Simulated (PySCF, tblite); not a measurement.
# C₇H₁₄Si: infrared bands, NMR shifts and electronic excitations at several levels of theory

Aim: compute the infrared bands, NMR shifts and electronic excitations of C₇H₁₄Si (`CC(C)[C@@H]1C=CC[SiH2]1`) at several levels, and see how far they spread and what each costs.

The runs use tblite 0.8.0 and PySCF 2.14.0, with density-fitted response routines of our own; the level of theory stands in each step. All values are computed, except where a source is named. Atoms count from 0, in the outputs and in this text.

## Step 1: Starting geometry

22 atoms, charge 0, multiplicity 1; geometry from: force field or distance geometry start.

Bonds of the start (Å): C0–C1 1.53, C1–C2 1.49, C1–C3 1.47, C3–C4 1.47, C4–C5 1.28, C5–C6 1.47, C6–Si7 1.86, Si7–C3 1.87, C0–H8 1.10, C0–H9 1.11, C0–H10 1.12, C1–H11 1.12, C2–H12 1.10, C2–H13 1.11, C2–H14 1.11, C3–H15 1.12, C4–H16 1.12, C5–H17 1.12, C6–H18 1.11, C6–H19 1.10, Si7–H20 1.47, Si7–H21 1.44.

## Step 2: Relaxing the molecule with GFN2-xTB

The job: settings as JSON, then the geometry in Å.

```
{"job": {"kind": "relax", "xc": "GFN2-xTB", "basis": "xTB"}, "charge": 0, "multiplicity": 1}
C     -1.959500    -1.274300    -0.058400
C     -1.269300    -0.058700     0.556800
C     -1.724900     1.137200    -0.209500
C      0.180100    -0.307100     0.518300
C      1.062000     0.722800     1.086700
C      2.241600     0.789600     0.587100
C      2.598500    -0.170600    -0.469500
Si     0.904000    -0.398700    -1.204300
H     -1.481900    -1.537000    -1.013100
H     -3.021000    -0.996800    -0.218300
H     -1.975300    -2.125400     0.674600
H     -1.613900    -0.030500     1.619500
H     -0.887400     1.734000    -0.589000
H     -2.287600     1.799000     0.481100
H     -2.416300     0.804000    -1.008300
H      0.409400    -1.269300     1.052000
H      0.699400     1.413200     1.887400
H      3.000500     1.538000     0.935500
H      2.926500    -1.118400     0.011700
H      3.331400     0.220200    -1.188400
H      0.585000     0.804600    -1.980700
H      0.688100    -1.656400    -1.872800
```

On the command line:

```sh
> OMP_NUM_THREADS=1 python probes_run.py task.json out
```

One launch serves the whole session: the jobs run in the order shown.

The log of the run:

```text
step      E/eV     max force
  0    -647.54651    3.938
  1    -647.77062    3.118
  2    -647.89112    0.588
  3    -647.94155    0.686
  4    -648.01280    0.884
  5    -648.04828    0.469
  6    -648.06963    0.330
  7    -648.08581    0.312
  8    -648.10437    0.448
  9    -648.12143    0.336
 10    -648.13440    0.237
 11    -648.14349    0.179
 12    -648.15161    0.268
 13    -648.16073    0.244
 14    -648.17057    0.240
 15    -648.18044    0.239
 16    -648.19052    0.255
 17    -648.20059    0.257
 18    -648.20959    0.211
 19    -648.21734    0.206
 20    -648.22500    0.226
 21    -648.23400    0.232
 22    -648.24355    0.246
 23    -648.25116    0.165
 24    -648.25664    0.152
 25    -648.26223    0.166
 26    -648.26825    0.188
 27    -648.27386    0.182
 28    -648.27908    0.159
 29    -648.28477    0.190
 30    -648.29164    0.199
 31    -648.29893    0.202
 32    -648.30533    0.206
 33    -648.31049    0.159
 34    -648.31542    0.184
 35    -648.32009    0.231
 36    -648.32665    0.253
 37    -648.33325    0.218
 38    -648.34151    0.212
 39    -648.34478    0.190
 40    -648.35202    0.163
 41    -648.35665    0.185
 42    -648.36114    0.207
 43    -648.36591    0.149
 44    -648.37021    0.129
 45    -648.37441    0.179
 46    -648.37820    0.179
 47    -648.38365    0.193
 48    -648.38805    0.132
 49    -648.39149    0.132
 50    -648.39394    0.120
 51    -648.39638    0.092
 52    -648.39863    0.092
 53    -648.39982    0.148
 54    -648.40157    0.102
 55    -648.40304    0.077
 56    -648.40525    0.069
 57    -648.40598    0.053
 58    -648.40674    0.054
 59    -648.40733    0.061
 60    -648.40818    0.062
 61    -648.40897    0.050
 62    -648.40973    0.060
 63    -648.41052    0.071
 64    -648.41153    0.082
 65    -648.41267    0.082
 66    -648.41379    0.073
 67    -648.41494    0.078
 68    -648.41636    0.071
 69    -648.41811    0.088
 70    -648.41966    0.086
 71    -648.42062    0.059
 72    -648.42133    0.061
 73    -648.42207    0.069
 74    -648.42288    0.080
 75    -648.42376    0.074
 76    -648.42466    0.068
 77    -648.42560    0.076
 78    -648.42658    0.080
 79    -648.42733    0.099
 80    -648.42823    0.082
 81    -648.42891    0.055
 82    -648.42995    0.057
 83    -648.43047    0.065
 84    -648.43117    0.060
 85    -648.43162    0.038
 86    -648.43192    0.032
 87    -648.43215    0.036
 88    -648.43242    0.036
 89    -648.43274    0.043
 90    -648.43318    0.053
 91    -648.43378    0.060
 92    -648.43462    0.074
 93    -648.43568    0.081
 94    -648.43674    0.059
 95    -648.43748    0.050
 96    -648.43794    0.045
 97    -648.43834    0.040
 98    -648.43893    0.037
 99    -648.43963    0.049
100    -648.44027    0.045
101    -648.44070    0.045
102    -648.44100    0.042
103    -648.44134    0.037
104    -648.44176    0.045
105    -648.44211    0.029
106    -648.44232    0.035
107    -648.44247    0.031
108    -648.44263    0.031
109    -648.44285    0.033
110    -648.44302    0.022
111    -648.44312    0.021
112    -648.44318    0.018
113    -648.44325    0.020
114    -648.44333    0.021
115    -648.44341    0.017
116    -648.44345    0.013
117    -648.44350    0.015
118    -648.44354    0.016
119    -648.44358    0.014
120    -648.44362    0.013
121    -648.44366    0.013
122    -648.44370    0.018
123    -648.44375    0.022
124    -648.44381    0.019
125    -648.44388    0.020
126    -648.44395    0.018
127    -648.44401    0.022
128    -648.44405    0.023
129    -648.44410    0.018
130    -648.44415    0.013
131    -648.44420    0.017
132    -648.44425    0.019
133    -648.44431    0.024
134    -648.44437    0.019
135    -648.44442    0.018
136    -648.44445    0.012
137    -648.44448    0.010
```

Wall time 0.69 s (1 thread of AMD EPYC 9R45, shared host).

The steps of the relaxation: (not every step is listed)

| step | energy from step 0 (eV) | largest force (eV/Å) |
| --- | --- | --- |
| 0 | 0.0000 | 3.9376 |
| 1 | -0.2241 | 3.1177 |
| 2 | -0.3446 | 0.5882 |
| 3 | -0.3950 | 0.6858 |
| 4 | -0.4663 | 0.8842 |
| 5 | -0.5018 | 0.4691 |
| 6 | -0.5231 | 0.3299 |
| 7 | -0.5393 | 0.3116 |
| 8 | -0.5579 | 0.4481 |
| 20 | -0.6785 | 0.2258 |
| 32 | -0.7588 | 0.2055 |
| 44 | -0.8237 | 0.1293 |
| 56 | -0.8587 | 0.0687 |
| 68 | -0.8699 | 0.0712 |
| 80 | -0.8817 | 0.0819 |
| 92 | -0.8881 | 0.0744 |
| 104 | -0.8953 | 0.0453 |
| 116 | -0.8969 | 0.0133 |
| 128 | -0.8975 | 0.0234 |
| 132 | -0.8977 | 0.0189 |
| 133 | -0.8978 | 0.0239 |
| 134 | -0.8979 | 0.0186 |
| 135 | -0.8979 | 0.0177 |
| 136 | -0.8979 | 0.0124 |
| 137 | -0.8980 | 0.0096 |

Distances of close pairs at the start and the end, largest changes first:

| bond | before (Å) | after (Å) | change (Å) |
| --- | --- | --- | --- |
| C1–C3 | 1.471 | 1.535 | +0.064 |
| C6–Si7 | 1.861 | 1.906 | +0.045 |
| C3–Si7 | 1.871 | 1.916 | +0.045 |
| C5–H17 | 1.121 | 1.082 | -0.040 |
| C4–C5 | 1.283 | 1.321 | +0.039 |
| C4–H16 | 1.118 | 1.082 | -0.036 |
| C0–H10 | 1.123 | 1.088 | -0.035 |
| C3–C4 | 1.470 | 1.504 | +0.034 |

The end geometry stands in the next job.

## Step 3: Harmonic vibrations with GFN2-xTB

The job: settings as JSON, then the geometry in Å.

```
{"job": {"kind": "ir", "xc": "GFN2-xTB", "basis": "xTB"}, "charge": 0, "multiplicity": 1}
C     -2.229959    -1.082318    -0.075046
C     -1.304521    -0.049427     0.560209
C     -1.427825     1.294116    -0.150964
C      0.145177    -0.555357     0.570684
C      1.067881     0.420156     1.247646
C      2.172431     0.805529     0.633208
C      2.471893     0.260784    -0.731082
Si     0.996490    -0.884296    -1.113958
H     -1.974944    -1.226366    -1.122662
H     -3.266650    -0.757629    -0.012851
H     -2.141509    -2.041254     0.431275
H     -1.616203     0.093003     1.604218
H     -0.763425     2.026530     0.301984
H     -2.448648     1.665542    -0.084459
H     -1.165811     1.197198    -1.201565
H      0.145146    -1.478659     1.164221
H      0.795523     0.778116     2.231702
H      2.875540     1.497646     1.076512
H      3.428537    -0.263937    -0.719627
H      2.584622     1.079718    -1.443584
H      0.262276    -0.467091    -2.312850
H      1.383568    -2.292619    -1.254643
```

The log of the run:

```text
mode    cm-1     km/mol
  1      45.2      0.36
  2      87.6      0.08
  3     181.6      0.61
  4     194.0      0.05
  5     211.4      0.18
  6     223.4      0.05
  7     324.4      2.30
  8     342.5      0.59
  9     411.4      7.71
 10     444.9     23.65
 11     481.1      2.42
 12     516.5     13.39
 13     562.5     21.68
 14     647.4     17.20
 15     655.6    168.91
 16     689.1     55.44
 17     731.8     24.87
 18     790.0     88.87
 19     797.4    214.94
 20     824.7     30.25
 21     901.8      4.90
 22     905.9      0.42
 23     947.5      2.21
 24     978.2      2.15
 25     992.9      2.62
 26    1010.2      4.37
 27    1049.4      6.87
 28    1085.4      6.14
 29    1101.1      6.57
 30    1136.1     12.53
 31    1153.1      0.97
 32    1201.5      6.50
 33    1223.2     11.10
 34    1245.0     11.85
 35    1258.3      6.32
 36    1316.7     26.46
 37    1326.1      2.23
 38    1344.0      4.00
 39    1407.6      6.12
 40    1421.2      4.30
 41    1467.4      4.63
 42    1495.5      0.14
 43    1496.8      0.45
 44    1504.5      3.22
 45    1507.5      2.75
 46    1715.2     19.38
 47    2225.8    506.59
 48    2238.4    177.31
 49    2885.5     41.69
 50    2893.2     76.29
 51    2956.1     45.37
 52    2981.8     34.47
 53    3022.7      4.96
 54    3027.2     55.83
 55    3028.5     75.44
 56    3034.1      7.74
 57    3036.9     49.49
 58    3042.4     23.99
 59    3044.8     45.95
 60    3062.0    114.17
```

Wall time 0.57 s (1 thread of AMD EPYC 9R45, shared host).

Which atoms move in the most intense modes:

| cm⁻¹ | km/mol | atoms |
| --- | --- | --- |
| 656 | 168.9 | H20 46 %, H21 29 % |
| 790 | 88.9 | C6 31 %, H18 17 %, Si7 16 % |
| 797 | 214.9 | H20 45 %, H21 45 % |
| 2226 | 506.6 | H20 50 %, H21 46 % |
| 2238 | 177.3 | H21 51 %, H20 47 % |
| 2893 | 76.3 | H15 47 %, H11 46 % |
| 3028 | 75.4 | H9 43 %, H8 27 %, H13 13 % |
| 3062 | 114.2 | H17 54 %, H16 38 % |

## Step 4: Optimising the geometry at PBE0-D3(BJ)/def2-SVP

The job: settings as JSON, then the geometry in Å.

```
{"job": {"xc": "PBE0", "basis": "def2-SVP", "d3": "d3bj", "grid": 1, "shake": 0.01, "kind": "geom"}, "charge": 0, "multiplicity": 1}
C     -2.209550    -1.107870    -0.070870
C     -1.310200    -0.053950     0.558050
C     -1.448020     1.291800    -0.159620
C      0.178410    -0.553100     0.567160
C      1.065070     0.413480     1.237090
C      2.168520     0.810350     0.630820
C      2.481470     0.258790    -0.730840
Si     1.011950    -0.878840    -1.119010
H     -1.976770    -1.220960    -1.103310
H     -3.269350    -0.760060    -0.002830
H     -2.150370    -2.044170     0.440100
H     -1.610400     0.093920     1.610920
H     -0.791710     2.036740     0.292390
H     -2.465330     1.668310    -0.077450
H     -1.170260     1.186430    -1.201300
H      0.144620    -1.464600     1.171700
H      0.797460     0.789230     2.229650
H      2.866280     1.503490     1.082340
H      3.426390    -0.271770    -0.717340
H      2.559680     1.086620    -1.438670
H      0.245890    -0.466480    -2.322490
H      1.391140    -2.312960    -1.263790
```

The log of the run:

```text
step   0  E = -563.92219259  max force = 0.035125
step   1  E = -563.92885229  max force = 0.004597
step   2  E = -563.92903759  max force = 0.001134
step   3  E = -563.92906968  max force = 0.000799
step   4  E = -563.92908360  max force = 0.000827
step   5  E = -563.92909389  max force = 0.000364
optimisation converged
```

It took 54 s on 1 thread of AMD EPYC 9R45, shared host; peak memory 0.86 GiB.

Relaxation path:

| step | energy from step 0 (eV) | largest force component (eV/Å) |
| --- | --- | --- |
| 0 | 0.0000 | 1.8062 |
| 1 | -0.1812 | 0.2364 |
| 2 | -0.1863 | 0.0583 |
| 3 | -0.1871 | 0.0411 |
| 4 | -0.1875 | 0.0425 |
| 5 | -0.1878 | 0.0187 |

Close pairs (by a distance rule), those that changed most:

| bond | before (Å) | after (Å) | change (Å) |
| --- | --- | --- | --- |
| C0–H8 | 1.064 | 1.103 | +0.039 |
| C3–C4 | 1.473 | 1.509 | +0.036 |
| C0–H10 | 1.068 | 1.101 | +0.033 |
| C1–C3 | 1.570 | 1.542 | -0.028 |
| C4–C5 | 1.320 | 1.341 | +0.021 |
| C6–H18 | 1.084 | 1.104 | +0.020 |
| C2–H14 | 1.083 | 1.102 | +0.019 |
| C0–H9 | 1.117 | 1.101 | -0.016 |

The final coordinates are the input of the step that follows.

| at the end point | value |
| --- | --- |
| point group (found at 0.08 Å tolerance) | C1 |
| rotational constants (GHz, main isotopes) | 2.728, 1.273, 1.085 |
| dipole moment (D) | 0.46 |

## Step 5: NMR shieldings: PBE0/pcSseg-1

The job: settings as JSON, then the geometry in Å.

```
{"job": {"kind": "nmr", "xc": "PBE0", "basis": "pcSseg-1"}, "charge": 0, "multiplicity": 1}
C     -2.286044    -1.162252    -0.550108
C     -1.356448    -0.110817     0.043880
C     -1.463405     1.214931    -0.700648
C      0.092158    -0.633317     0.123535
C      1.039062     0.317692     0.812453
C      2.166843     0.712291     0.203948
C      2.490997     0.187345    -1.170091
Si     1.021347    -0.968171    -1.519181
H     -2.035182    -1.362704    -1.605241
H     -3.335615    -0.831299    -0.517784
H     -2.215792    -2.115493    -0.003054
H     -1.683597     0.070508     1.086136
H     -0.799050     1.976046    -0.264215
H     -2.493449     1.602514    -0.667792
H     -1.188937     1.100487    -1.762265
H      0.060391    -1.579298     0.696740
H      0.782815     0.685857     1.813982
H      2.856740     1.407079     0.696875
H      3.456078    -0.347792    -1.180763
H      2.588485     1.004416    -1.905706
H      0.265690    -0.602566    -2.757204
H      1.432229    -2.400635    -1.649824
```

With the program's defaults for keys left out, this is: GIAO PBE0/pcSseg-1 NMR shielding, non-relativistic, gas phase.

The log of the run:

```text
coarse grid: 17912 points
cycle   1  E = -564.0355449850  dE =  6.753e-01  |g| = 4.685e-01  |ddm| = 4.077e+00
cycle   2  E = -564.0159774783  dE =  1.957e-02  |g| = 5.466e-01  |ddm| = 9.541e-01
cycle   3  E = -564.0959904937  dE = -8.001e-02  |g| = 5.096e-02  |ddm| = 5.743e-01
cycle   4  E = -564.0964028190  dE = -4.123e-04  |g| = 3.114e-02  |ddm| = 8.472e-02
cycle   5  E = -564.0966204290  dE = -2.176e-04  |g| = 1.055e-02  |ddm| = 3.461e-02
cycle   6  E = -564.0966468917  dE = -2.646e-05  |g| = 3.011e-03  |ddm| = 1.128e-02
cycle   7  E = -564.0966491335  dE = -2.242e-06  |g| = 3.095e-04  |ddm| = 2.522e-03
final grid: 165592 points
cycle   8  E = -564.1464776123  dE = -4.926e-05  |g| = 8.826e-03  |ddm| = 4.297e-02
cycle   9  E = -564.1464679146  dE =  9.698e-06  |g| = 1.069e-02  |ddm| = 1.845e-02
cycle  10  E = -564.1464984994  dE = -3.058e-05  |g| = 8.403e-04  |ddm| = 1.077e-02
cycle  11  E = -564.1464986372  dE = -1.378e-07  |g| = 3.894e-04  |ddm| = 1.198e-03
cycle  12  E = -564.1464986728  dE = -3.565e-08  |g| = 1.107e-04  |ddm| = 3.966e-04
cycle  13  E = -564.1464986757  dE = -2.839e-09  |g| = 3.449e-05  |ddm| = 1.220e-04
cycle  14  E = -564.1464986760  dE = -2.890e-10  |g| = 4.008e-06  |ddm| = 3.242e-05
converged SCF energy = -564.1464986760

GIAO shielding tensors (ppm)
atom      isotropic    diamagn.    paramagn.     s11        s22        s33       span
  0 C      158.848     246.625     -87.777    142.406    149.205    184.933     42.527
  1 C      152.839     244.246     -91.407    146.006    152.384    160.126     14.120
  2 C      165.339     248.524     -83.185    155.191    157.211    183.614     28.423
  3 C      144.198     251.896    -107.699    123.299    141.602    167.692     44.393
  4 C       37.214     255.264    -218.050    -72.518     55.664    128.495    201.013
  5 C       44.154     256.243    -212.089    -68.198     61.782    138.879    207.077
  6 C      169.863     255.750     -85.887    157.575    159.375    192.640     35.066
  7 Si     386.164     880.780    -494.616    332.463    385.383    440.646    108.184
  8 H       30.486      29.956       0.530     26.408     30.110     34.941      8.533
  9 H       30.123      28.572       1.551     25.761     27.294     37.316     11.555
 10 H       30.212      29.641       0.571     26.123     27.761     36.752     10.629
 11 H       29.466      32.608      -3.141     25.902     27.190     35.308      9.406
 12 H       30.239      31.345      -1.107     24.960     30.057     35.700     10.740
 13 H       30.527      29.819       0.708     26.146     27.697     37.740     11.594
 14 H       30.647      31.353      -0.706     26.397     30.371     35.172      8.775
 15 H       29.091      33.107      -4.016     25.048     27.803     34.422      9.375
 16 H       25.364      32.733      -7.370     23.105     25.673     27.313      4.208
 17 H       25.186      31.028      -5.842     22.751     25.107     27.701      4.950
 18 H       29.629      28.820       0.809     25.083     26.605     37.201     12.118
 19 H       29.662      30.004      -0.342     25.771     26.606     36.610     10.839
 20 H       26.897      29.862      -2.964     23.242     26.619     30.832      7.590
 21 H       27.146      29.266      -2.120     23.199     25.244     32.996      9.798
```

Run time: 30 s. Hardware: 1 thread of AMD EPYC 9R45, shared host; peak memory 0.95 GiB.

Shifts follow as δ = σ(reference) − σ, with reference shieldings (ppm) from runs at the same level and on the same kind of geometry: 1H TMS 31.27, 13C TMS 184.4, 29Si TMS 352.0. The references are single molecules in the gas phase. Atoms listed in one row are averaged.

| atoms | environment | σ (ppm) | δ (ppm) | δ scaled to CDCl3 |
| --- | --- | --- | --- | --- |
| C4 | alkene CH | 37.2 | 147.2 | 142.4 |
| C5 | alkene CH | 44.2 | 140.3 | 135.7 |
| C3 | allylic sp3 CH bonded to Si | 144.2 | 40.2 | 38.5 |
| C1 | sp3 CH | 152.8 | 31.6 | 30.1 |
| C0 | methyl carbon | 158.8 | 25.6 | 24.3 |
| C2 | methyl carbon | 165.3 | 19.1 | 18.0 |
| C6 | allylic sp3 CH2 bonded to Si | 169.9 | 14.5 | 13.6 |
| H17 | hydrogen on an alkene CH | 25.19 | 6.08 | 5.98 |
| H16 | hydrogen on an alkene CH | 25.36 | 5.90 | 5.81 |
| H20 | hydrogen on a silicon bonded to 2 C, in a 5-membered ring | 26.90 | 4.37 | – |
| H21 | hydrogen on a silicon bonded to 2 C, in a 5-membered ring | 27.15 | 4.12 | – |
| H15 | hydrogen on an allylic sp3 CH bonded to Si | 29.09 | 2.18 | 2.28 |
| H11 | hydrogen on an sp3 CH | 29.47 | 1.80 | 1.92 |
| H18 | hydrogen on an allylic sp3 CH2 bonded to Si | 29.63 | 1.64 | 1.77 |
| H19 | hydrogen on an allylic sp3 CH2 bonded to Si | 29.66 | 1.60 | 1.74 |
| H8, H9, H10 | hydrogen on a methyl carbon | 30.27 | 0.99 | 1.16 |
| H12, H13, H14 | hydrogen on a methyl carbon | 30.47 | 0.80 | 0.97 |
| Si7 | silicon bonded to 2 C, 2 H, in a 5-membered ring | 386.2 | -34.2 | – |

The scaled column applies a straight-line fit of computed shieldings to shifts measured in CDCl3 (root-mean-square error 0.21 ppm for H, 2.0 ppm for C).

Charges from the same density, by scheme (e):

| atoms | Mulliken | IAO | Hirshfeld | ESP fit |
| --- | --- | --- | --- | --- |
| C0 | -0.22 | -0.41 | -0.12 | -0.62 |
| C1 | -0.33 | -0.08 | -0.02 | 0.36 |
| C2 | -0.22 | -0.41 | -0.12 | -0.48 |
| C3 | -0.47 | -0.38 | -0.11 | 0.09 |
| C4 | -0.10 | -0.16 | -0.05 | -0.42 |
| C5 | -0.15 | -0.15 | -0.05 | -0.03 |
| C6 | -0.50 | -0.54 | -0.16 | -0.27 |
| Si7 | 0.67 | 0.72 | 0.33 | 0.36 |

Mayer bond orders: C0–C1 1.04, C1–C2 1.03, C1–C3 0.99, C3–C4 1.02, C4–C5 1.90, C5–C6 1.03, C6–Si7 0.90, Si7–C3 0.87.

Ring of atoms C3, C4, C5, C6, Si7: NICS(0) -2.6, NICS(1) -3.2, NICS(1)zz -2.3 ppm (means of both faces).

Orbitals, density, ELF and potential are computed afterwards from the orbital file.

Frontier orbitals at PBE0/pcSseg-1, with the share of their density that lies nearest to each atom:

| orbital | energy (eV) | lies on |
| --- | --- | --- |
| HOMO | -7.05 | C4, C5 about 32 % each |
| LUMO | 0.46 | C4, C5 about 30 % each; H16, H17 about 8 % each |

ELF in a plane through or near 6 of the atoms.

Values, 10 rows by 14 columns:
```
0.00 0.00 0.00 0.00 0.00 0.00 0.00 0.00 0.00 0.00 0.00 0.00 0.00 0.00
0.00 0.00 0.00 0.00 0.00 0.00 0.00 0.00 0.00 0.00 0.00 0.00 0.00 0.00
0.00 0.00 0.00 0.09 0.02 0.01 0.02 0.00 0.00 0.00 0.00 0.00 0.00 0.00
0.00 0.00 0.44 1.00 0.83 0.39 0.44 0.02 0.10 0.25 0.01 0.00 0.00 0.00
0.00 0.00 0.02 0.62 0.76 0.90 0.65 0.24 0.43 0.65 0.04 0.22 0.00 0.00
0.00 0.00 0.47 0.73 0.61 0.15 0.81 0.66 0.60 0.88 0.83 0.99 0.34 0.00
0.00 0.00 0.94 0.99 0.42 0.14 0.16 0.63 0.04 0.75 0.48 0.29 0.01 0.00
0.00 0.00 0.00 0.01 0.22 1.00 0.99 0.21 0.01 0.23 0.07 0.00 0.00 0.00
0.00 0.00 0.00 0.00 0.29 0.98 0.94 0.09 0.00 0.00 0.00 0.00 0.00 0.00
0.00 0.00 0.00 0.00 0.00 0.00 0.00 0.00 0.00 0.00 0.00 0.00 0.00 0.00
```
The map spans 12.1 Å across and 10.6 Å up, centred on the molecule. Atoms in the plane (x, y in Å): C0 (2.4, -0.7), C1 (1.3, 0.4), C5 (-2.3, 0.8), H9 (3.4, -0.3), H17 (-3.0, 1.6), H21 (-1.2, -2.7).

On the surface of density 0.002 e/bohr³ the electrostatic potential runs, from the 1st to the 99th percentile, from -0.54 V near C5 to 0.66 V near H21.

[end of part 1 of 2]
